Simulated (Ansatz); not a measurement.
Task: a relaxed scan of one distance of CH₄SeSi, SMILES C1[SiH2][Se]1, with Ansatz 0.2.0 through its Python package. Give the script and its output. Use (for the species named): Hartree-Fock, def2-SVP basis, multiplicity 1.

```xyz
7

C    -0.6276   -0.5035   -0.3807
Si    0.6935    0.3124    0.5264
Se   -0.4174    1.1943   -1.3621
H    -0.3080   -1.3499   -0.9712
H    -1.6327   -0.4910    0.1476
H     0.2995    0.9962    1.7756
H     2.0540   -0.2265    0.2187
```

`relaxed_scan_ch4sesi.py`:
```python
"""Relaxed scan of one distance in CH4SeSi."""

import ansatz as az
import numpy as np

GEOMETRY = """
C    -0.62760   -0.50350   -0.38070
Si    0.69350    0.31240    0.52640
Se   -0.41740    1.19430   -1.36210
H    -0.30800   -1.34990   -0.97120
H    -1.63270   -0.49100    0.14760
H     0.29950    0.99620    1.77560
H     2.05400   -0.22650    0.21870
"""

ch4sesi = az.Crystal.molecule()
for line in GEOMETRY.strip().splitlines():
    symbol, *xyz = line.split()
    ch4sesi = ch4sesi.atom(symbol, [float(v) for v in xyz])

job = (
    ch4sesi.calculation()
    .basis(gaussian="def2-SVP")
    .functional("hf")
)
symbols = [site.symbol for site in ch4sesi.cartesian_sites]
pairs = [(0, 1), (0, 2), (0, 3), (0, 4), (1, 2), (1, 5)]
print("held (A)   E (eV)        ", "  ".join(f"{symbols[i]}{i}-{symbols[j]}{j}" for i, j in pairs))
for length in [1.81, 1.97, 2.13, 2.37, 2.66]:
    rep = job.relax(constraints=[az.DistanceConstraint((0, 2), at=length)], force_tolerance=0.02, max_steps=60).run().report
    xyz = np.array(rep["positions_ang"])
    print(f"{length:6.2f} {rep['free_energy_ev']:14.5f}  ", "  ".join(f"{np.linalg.norm(xyz[i] - xyz[j]):.3f}" for i, j in pairs))
```

```console
$ python relaxed_scan_ch4sesi.py
held (A)   E (eV)         C0-Si1  C0-Se2  C0-H3  C0-H4  Si1-Se2  Si1-H5
DeckWarning: relax.constraints: the input's atoms, or those drawn, lie off the distances that are held; a relaxation that starts there is brought onto them ahead of its first SCF, by positions alone, [...]
  1.81   -74247.06309   1.859  1.810  1.088  1.088  2.220  1.468
  1.97   -74247.44997   1.848  1.970  1.086  1.086  2.231  1.470
  2.13   -74247.42466   1.842  2.130  1.084  1.084  2.237  1.471
  2.37   -74247.07802   1.843  2.370  1.083  1.083  2.239  1.472
  2.66   -74246.52425   1.861  2.660  1.084  1.084  2.238  1.474
```
(Warnings from the package without file and line, shortened, repeats left out.)

Reading the output:
- Total energies depend on the basis set; only differences at equal settings carry meaning.
- The energies are electronic: no zero-point or thermal terms, and the basis set is short of its limit.
- The whole script took 68 s on 1 thread of Intel(R) Xeon(R) Platinum 8375C CPU @ 2.90GHz (Ice Lake), on a shared host, peak memory 0.25 GiB.

(Lines on the test bed's own set-up are left out of the output.)
